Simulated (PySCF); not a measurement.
**NbSe2⁻ (triplet): the SCF solver's settings**

The same problem is solved with other solver options, one edit a run.

The runs use PySCF 2.14.0; method and basis as typed in the scripts.

1 further run of the same task is left out (it didn't finish).

## (1) Where the work starts

NbSe2⁻ (triplet): 3 atoms, charge -1, spin multiplicity 3.

Bond lengths: Nb1–Se2 2.358 Å, Nb1–Se3 2.358 Å. Angles: Se2–Nb1–Se3 123.7°.

## (2) Base script

The input, input.py:

```python
from pyscf import gto, scf

mol = gto.M(
    atom='Nb -0.7043 0.0114 0; Se 0.4088 -0.0066 2.0785; Se 0.4088 -0.0066 -2.0785',
    basis='def2-svp',
    ecp={'Nb': 'def2-svp'},
    charge=-1,
    spin=2,
    verbose=4,
)
mf = scf.UHF(mol)
mf.kernel()
mf.dip_moment()
print('orbital energies (hartree):', [e[max(0, n-3):n+3].round(4) for e, n in zip(mf.mo_energy, mol.nelec)])
```

Run with:

```sh
$ OMP_NUM_THREADS=1 python input.py
```

Its log is not repeated here.

Base result: E(SCF) = -4855.588361 Eh, ⟨S²⟩ = 2.240.

The dipole of an ion depends on the origin. No search for the lowest state was made; open d or f shells can end in a higher solution. The triplet is typed in the script; nothing here shows that it is the ground state.

## (3) Second-order solver on

Variant 1 changes second-order solver: off → on.

The input, input.py:

```python
from pyscf import gto, scf

mol = gto.M(
    atom='Nb -0.7043 0.0114 0; Se 0.4088 -0.0066 2.0785; Se 0.4088 -0.0066 -2.0785',
    basis='def2-svp',
    ecp={'Nb': 'def2-svp'},
    charge=-1,
    spin=2,
    verbose=4,
)
mf = scf.UHF(mol)
mf = mf.newton()
mf.kernel()
mf.dip_moment()
print('orbital energies (hartree):', [e[max(0, n-3):n+3].round(4) for e, n in zip(mf.mo_energy, mol.nelec)])
```

Run with:

```sh
$ OMP_NUM_THREADS=1 python input.py
```

## (4) Damping 0.95

Variant 2 changes damping: none → 0.95.

Changes to input.py since step 2:

```diff
@@ -11,2 +11,4 @@
 mf = scf.UHF(mol)
+mf.damp = 0.95
+mf.diis_start_cycle = 8
 mf.kernel()
```

## (5) DIIS space 4

Variant 3 changes DIIS space: default → 4.

Changes to input.py since step 2:

```diff
@@ -11,2 +11,3 @@
 mf = scf.UHF(mol)
+mf.diis_space = 4
 mf.kernel()
```

Before running it: what results should come out? Wanted: for each run, E(SCF); from base; gap, α spin.

The runs gave:

| run | E(SCF) (hartree) | from base (eV) | cycles | gap, α spin (eV) |
| --- | --- | --- | --- | --- |
| base | -4855.588361 | 0 | 26 | 7.61 |
| second-order solver on | -4855.514392 | +2.0128 | 6 macro | 8.35 |
| damping 0.95 | -4855.588361 | 0.0000 | 34 | 7.61 |
| DIIS space 4 | -4855.588361 | 0.0000 | 37 | 7.61 |

Distance from each run's final energy (log10 hartree) by cycle:

| run | cycle 1 | cycle 2 | cycle 3 | cycle 5 | cycle 8 | cycle 12 |
| --- | --- | --- | --- | --- | --- | --- |
| base | 0.4 | 0.6 | -1.2 | -1.9 | -2.5 | -3.8 |
| second-order solver on | -0.5 | -1.4 | -2.4 | < -11 | done | done |
| damping 0.95 | 0.4 | -0.1 | -0.4 | -0.7 | -1.1 | -2.4 |
| DIIS space 4 | 0.4 | 0.6 | -1.2 | -1.9 | -2.5 | -3.5 |

**Reading.** The SCF energy stays the same, to the digits that matter, with damping 0.95 or DIIS space 4. With second-order solver on the SCF ends in another solution, 2.01 eV higher: the path to self-consistency decides the state here. The base needs 26 cycles and the run with DIIS space 4 needs 37.
